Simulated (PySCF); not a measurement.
# B2H4F2 (SMILES [BH2-]1[F+][BH2-][F+]1): levels of theory compared

Wanted: a comparison of 5 runs (HF/3-21G, B3LYP/6-31G*, PBE/6-31G*, wB97X/aug-cc-pVDZ) of B2H4F2. 

Program for the calculation: PySCF 2.14.0.

## Step 1: The structure to begin with

B2H4F2: 8 atoms, total charge 0, spin state singlet. SMILES: `[BH2-]1[F+][BH2-][F+]1`. Geometry: relaxed at PBE0-D4/def2-TZVP.

Bond lengths: B1–F2 1.538 Å, F2–B3 1.538 Å, B1–F4 1.538 Å, B3–F4 1.538 Å, B1–H5 1.190 Å, B1–H6 1.190 Å, B3–H7 1.190 Å, B3–H8 1.190 Å. Some angles: B1–F2–B3 91.9°, F2–B1–F4 88.1°, F2–B3–F4 88.1°, B1–F4–B3 91.9°, F2–B1–H5 110.0°, F2–B1–H6 110.0°, F4–B1–H5 110.0°, F4–B1–H6 110.0°, F2–B3–H7 110.0°, F2–B3–H8 110.0°.

## Step 2: Energy and gradient at HF/3-21G (run 1)

The input, run.py:

```python
# [BH2-]1[F+][BH2-][F+]1
import pyscf.grad
from pyscf import gto

mol = gto.M(
    atom='''
B       -0.488000       0.947300      -0.293800
F        0.637300       0.536000       0.670600
B        0.488000      -0.947200       0.293900
F       -0.636800      -0.535900      -0.671100
H       -0.036000       1.557300      -1.210300
H       -1.440200       1.308400       0.322000
H        1.440200      -1.309100      -0.321600
H        0.035400      -1.556800       1.210300
''',
    spin=0,
    basis='3-21g',
    verbose=4,
    max_memory=1860,
)

calc0 = mol.RHF()
calc0.conv_tol = 1e-10
calc0.kernel()
if not calc0.converged:
    calc0 = calc0.newton().run(calc0.mo_coeff, calc0.mo_occ)

e_final = calc0.e_tot
print(f'total energy: {e_final:.8f} hartree')
grad = calc0.Gradients().kernel()
dip = calc0.dip_moment()
pop, q = calc0.mulliken_pop()
```

Command:

```bash
$ OMP_NUM_THREADS=1 python run.py
```

Output:

```text
PySCF version 2.14.0

[... 60 lines left out ...]
converged SCF energy = -249.311126029304
total energy: -249.31112603 hartree
[... 11 lines left out ...]
Dipole moment(X, Y, Z, Debye): -0.00018,  0.00067,  0.00069
[... 53 lines left out ...]
charge of    7H =     -0.07529
```

Run time: 3.3 s. Hardware: 1 thread of Intel Xeon at 2.50GHz (Skylake/Cascade Lake), shared host; peak memory 0.12 GiB.

## Step 3: Energy and forces at B3LYP/6-31G(d) (spherical functions) (run 2)

The input, job.py:

```python
from pyscf import gto, dft

mol = gto.M(
    atom='''
B   -0.488000   0.947300  -0.293800
F    0.637300   0.536000   0.670600
B    0.488000  -0.947200   0.293900
F   -0.636800  -0.535900  -0.671100
H   -0.036000   1.557300  -1.210300
H   -1.440200   1.308400   0.322000
H    1.440200  -1.309100  -0.321600
H    0.035400  -1.556800   1.210300
''',
    verbose=3,
    max_memory=1860,
    basis='6-31g*',
    spin=0,
)

myscf = dft.RKS(mol, xc='b3lyp')
myscf.conv_tol = 1e-10
myscf.grids.level = 5
myscf.kernel()
if not myscf.converged:
    myscf = myscf.newton().run(myscf.mo_coeff, myscf.mo_occ)

etot = myscf.e_tot
print(f'total energy: {etot:.8f} hartree')
grad = myscf.nuc_grad_method().kernel()
myscf.analyze()
```

Command:

```bash
$ OMP_NUM_THREADS=1 python job.py
```

Output:

```text
converged SCF energy = -251.852325507631
[... 18 lines left out ...]
MO #9   energy= -0.562086288816038 occ= 2
[... 10 lines left out ...]
MO #20  energy= 0.152866899305965  occ= 0
[... 10 lines left out ...]
MO #31  energy= 0.577893925946939  occ= 0
[... 10 lines left out ...]
MO #42  energy= 1.4117273312366    occ= 0
[... 10 lines left out ...]
MO #53  energy= 1.78333381995972   occ= 0
[... 10 lines left out ...]
MO #64  energy= 2.85436312170992   occ= 0
[... 9 lines left out ...]
Dipole moment(X, Y, Z, Debye):  0.00006,  0.00063,  0.00034
```

Run time: 39 s. Hardware: 1 thread of Intel Xeon at 2.50GHz (Skylake/Cascade Lake), shared host; peak memory 0.66 GiB.

Runs 3 to 4 aren't shown in full; the table further down has their settings and results.

## Step 4: Energy and gradient at wB97X/aug-cc-pVDZ (run 5)

The input, mol.xyz:

```xyz
8

B     -0.488000     0.947300    -0.293800
F      0.637300     0.536000     0.670600
B      0.488000    -0.947200     0.293900
F     -0.636800    -0.535900    -0.671100
H     -0.036000     1.557300    -1.210300
H     -1.440200     1.308400     0.322000
H      1.440200    -1.309100    -0.321600
H      0.035400    -1.556800     1.210300
```

The input, job.py:

```python
# [BH2-]1[F+][BH2-][F+]1
from pyscf import gto, dft

system = gto.Mole()
system.atom = 'mol.xyz'
system.spin = 0
system.verbose = 4
system.basis = 'aug-cc-pvdz'
system.max_memory = 1860
system.build()

mf = dft.RKS(system, xc='wb97x')
mf.grids.level = 5
mf.conv_tol = 1e-10
mf.kernel()
if not mf.converged:
    mf = mf.newton().run(mf.mo_coeff, mf.mo_occ)

etot = mf.e_tot
print('E(%s) = %.9f' % ('WB97X', etot))
grad = mf.nuc_grad_method().kernel()
mf.analyze()
```

Command:

```bash
$ OMP_NUM_THREADS=1 python job.py
```

Output:

```text
PySCF version 2.14.0

[... 110 lines left out ...]
MO #13  energy= -0.57466446037412  occ= 2
[... 22 lines left out ...]
MO #36  energy= 0.272893138461749  occ= 0
[... 22 lines left out ...]
MO #59  energy= 0.582263905920315  occ= 0
[... 22 lines left out ...]
MO #82  energy= 1.23261685547237   occ= 0
[... 22 lines left out ...]
MO #105 energy= 2.1425515825798    occ= 0
[... 22 lines left out ...]
MO #128 energy= 4.95376048015047   occ= 0
[... 139 lines left out ...]
Dipole moment(X, Y, Z, Debye): -0.00000,  0.00060,  0.00035
```

It took 2.6 min on 1 thread of Intel Xeon at 2.50GHz (Skylake/Cascade Lake), shared host; peak memory 1.4 GiB.

## Step 5: All runs side by side

| run | level | integration grid | Cartesian functions | energy (Eh) | dipole moment (D) | HOMO energy (eV) | LUMO energy (eV) | wall time |
| --- | --- | --- | --- | --- | --- | --- | --- | --- |
| 1 | HF/3-21G | – | no | -249.311126 | 0.00 | -13.20 | 4.82 | 3.3 s |
| 2 | B3LYP/6-31G* (spherical functions) | 5 | no | -251.852326 | 0.00 | -8.76 | 0.49 | 39 s |
| 3 | PBE/6-31G* (spherical functions) | 5 | no | -251.547928 | 0.00 | -7.34 | -0.42 | 34 s |
| 4 | B3LYP/6-31G* (Cartesian functions) | 5 | yes | -251.854953 | 0.00 | -8.76 | 0.44 | 40 s |
| 5 | wB97X/aug-cc-pVDZ | 5 | no | -251.809556 | 0.00 | -11.64 | 1.35 | 2.6 min |

## Step 6: Outcome

```
                       quantity          value
            run 5: total energy  -251.80956 Eh
           run 5: dipole moment         0.00 D
             run 5: HOMO energy      -11.64 eV
             run 5: LUMO energy        1.35 eV
           run 5: HOMO–LUMO gap       12.99 eV
run 5: largest force on an atom     0.881 eV/Å
```

In words: The HOMO–LUMO gap runs from 6.93 eV (PBE/6-31G*) to 18.02 eV (HF/3-21G). The two ends differ in method and basis. Totals of different functionals can't be ranked against each other. All runs together took 4.6 min, the longest 2.6 min.
